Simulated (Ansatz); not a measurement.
# CH₆SSi₂: one species, many methods

Aim: compute CH₆SSi₂ with functionals from several rungs and with coupled cluster. The yardstick is the atomisation energy at the CCSD(T) limit.

Method: functionals in def2-TZVPP, the program's frozen cores in correlated methods; program: Ansatz 0.2.0, Gaussian basis.

Levels to be run: LDA (SPW92), PBE-D4, revPBE-D4, BLYP-D4, r2SCAN-D4, B97M-V, PBE0-D4, B3LYP-D4, r2SCANh-D4, r2SCAN0-D4, HSE06-D4, BHLYP-D4, CAM-B3LYP-D4, LC-ωPBE, ωB97X-V, ωB97M-V, B2PLYP, PBE-QIDH; CCSD(T)/def2-SVP; CCSD(T)/def2-TZVPP; MP2/def2-QZVPP; extrapolation to the limit; RPA on PBE.

### 1 The relaxed structure

All runs share one geometry, relaxed beforehand with PBE0-D4 in a triple-zeta def2 set.

SMILES `[SiH3][SiH]1CS1`, 10 atoms, charge 0, spin multiplicity 1.

Atoms are counted from 1 here; the program's logs count them from 0.

Bond lengths: Si1–Si2 2.326 Å, Si1–H5 1.485 Å, Si1–H6 1.488 Å, Si1–H7 1.486 Å, Si2–C3 1.850 Å, Si2–S4 2.099 Å, Si2–H8 1.484 Å, C3–S4 1.851 Å, C3–H9 1.086 Å, C3–H10 1.086 Å. Angles: Si2–Si1–H5 107.7°, Si2–Si1–H6 110.8°, Si2–Si1–H7 110.1°, H5–Si1–H6 109.6°, H5–Si1–H7 109.8°, H6–Si1–H7 108.7°, Si1–Si2–C3 118.8°, Si1–Si2–S4 116.5°, Si1–Si2–H8 117.6°, C3–Si2–S4 55.5°, C3–Si2–H8 116.8°, S4–Si2–H8 117.0°, Si2–C3–S4 69.1°, Si2–C3–H9 119.1°, Si2–C3–H10 120.0°, S4–C3–H9 113.4°, S4–C3–H10 113.5°, H9–C3–H10 113.6° and more.

### 2 LDA

This LDA is Slater exchange with PW92 correlation.

in.yaml reads:

```yaml
crystal:
  periodic: [false, false, false]
  atoms:
    - {symbol: Si, position_ang: [-1.386286, 0.779338, -0.837631]}
    - {symbol: Si, position_ang: [-0.108753, -0.724127, 0.393751]}
    - {symbol: C, position_ang: [1.643762, -0.286221, 0.791270]}
    - {symbol: S, position_ang: [1.568979, -1.537288, -0.570337]}
    - {symbol: H, position_ang: [-0.452704, 1.677086, -1.564795]}
    - {symbol: H, position_ang: [-2.261979, 1.585956, 0.055348]}
    - {symbol: H, position_ang: [-2.240063, 0.048350, -1.810201]}
    - {symbol: H, position_ang: [-0.816802, -1.597148, 1.362815]}
    - {symbol: H, position_ang: [2.089209, -0.668649, 1.704876]}
    - {symbol: H, position_ang: [2.047835, 0.671502, 0.478004]}
basis:
  gaussian: {orbitals: def2-TZVPP}
hamiltonian: {xc: lda}
output: {orbitals: {seedname: orbitals}}
```

Command:

```sh
$ ansatz run in.yaml --threads 2 --pin off --events-out ev --progress --plain --max-ram 4352MiB
```

After this run come: PBE-D4 (GGA); revPBE-D4 (GGA); BLYP-D4 (GGA); r2SCAN-D4 (meta-GGA); B97M-V (meta-GGA); PBE0-D4 (hybrid); B3LYP-D4 (hybrid); r2SCANh-D4 (hybrid); r2SCAN0-D4 (hybrid); HSE06-D4 (hybrid); BHLYP-D4 (hybrid); CAM-B3LYP-D4 (range-separated); LC-ωPBE (range-separated); ωB97X-V (range-separated); ωB97M-V (range-separated); B2PLYP (double hybrid); PBE-QIDH (double hybrid); CCSD(T) in def2-SVP; CCSD(T) in def2-TZVPP; MP2 in def2-QZVPP; RPA on PBE orbitals.

Q: Predict the results of all the runs planned. Wanted: atomisation energy, CCSD(T)/CBS; farthest beyond LDA; mean size of error, GGA; mean size of error, meta-GGA; mean size of error, hybrid; mean size of error, range-separated; mean size of error, double hybrid; gap, smallest and largest; T1 diagnostic.

The runs gave:

```
                               quantity                                                                      value
        atomisation energy, CCSD(T)/CBS                                                             770.5 kcal/mol
functionals within 3.9 kcal/mol (0.5 %)  r2SCAN-D4, PBE0-D4, B3LYP-D4, r2SCANh-D4, HSE06-D4, CAM-B3LYP-D4, ωB97M-V
                    farthest beyond LDA                                                  BHLYP-D4 (-17.0 kcal/mol)
                mean size of error, GGA                                                               7.8 kcal/mol
           mean size of error, meta-GGA                                                               6.0 kcal/mol
             mean size of error, hybrid                                                               4.5 kcal/mol
    mean size of error, range-separated                                                               5.1 kcal/mol
      mean size of error, double hybrid                                                               9.5 kcal/mol
              gap, smallest and largest                                  4.00 eV (LDA (SPW92)), 10.80 eV (LC-ωPBE)
                          T1 diagnostic                                                                     0.0132
triples share of the correlation energy                                                                      4.4 %
```

In words: LDA overbinds by 96.6 kcal/mol (13 %). PBE-D4 is off by +5.2 kcal/mol. Double hybrids carry the basis error of their MP2 part in triple zeta, and no dispersion term here, so their miss is partly the set-up's. Taken by rung, hybrid functionals do best (4.5 kcal/mol on average) and double hybrid ones worst beyond LDA (9.5 kcal/mol). The gap between the best rungs is small, so their order is not settled. Misses under about 3.9 kcal/mol are within the doubt on the reference itself, which lacks core-valence correlation, relativity and higher excitations. Hartree-Fock recovers 73 % of the binding; the rest is correlation. CCSD(T) in def2-SVP is off by -57.2 kcal/mol, so the small basis spoils what the method gains. The gap grows from 4.0 to 10.8 eV across the functionals, mostly with the share of exact exchange.
